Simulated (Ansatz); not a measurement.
**TaTe under changes of volume**

One of the cells (20.002 Å³/atom); the others are scaled copies at fixed shape and fractional positions:

```
Ta Te
1.0
     3.42009    0.00000    0.00000
     0.00000    3.42009    0.00000
     0.00000    0.00000    3.42009
Ta Te
1 1
Direct
  0.50000 0.50000 0.50000
  0.00000 0.00000 0.00000
```

The cell was built by a generator and needn't be a form met in nature.

```yaml
Program: Ansatz 0.2.0
Functional: HSE06
Potentials_or_basis: Ansatz PAW
Cutoff: "420 eV (not typed: the program's choice for these potentials)"
k_mesh: 4 × 4 × 4
Occupations: fermi-dirac, width 0.05 eV
Spin: no spin polarisation
```

| volume (Å³/atom) | energy over the lowest point (meV/atom) | pressure (GPa) |
| --- | --- | --- |
| 18.802 | 10.40 | 5.5 |
| 19.202 | 1.10 | 1.9 |
| 19.602 | 0.00 | -1.3 |
| 20.002 | 6.43 | -4.2 |
| 20.402 | 19.85 | -6.9 |
| 20.803 | ? | ? |
| 21.203 | 65.14 | -11.4 |

Task: What does the run at 20.803 Å³/atom give?

Result: Energy over the lowest point 39.60 meV/atom; pressure -9.3 GPa.

Worked out: A Birch-Murnaghan fit of order 3 (a polynomial in V^(-2/3)) to the other rows has its minimum at 19.46 Å³/atom with B0 = V·E''(V) = 152 GPa and B' = 3.2. It gives 39.60 meV/atom at 20.803 Å³/atom, against the run's 39.60, and -dE/dV = -9.1 GPa, against -9.3.

Energies are extrapolated to zero smearing.

Caveats: all runs use coarse meshes; the PAW data sets come from PBE, with cores solved anew for the run's functional, which leaves a small shift of forces and pressure; the thresholds are loose for stress.
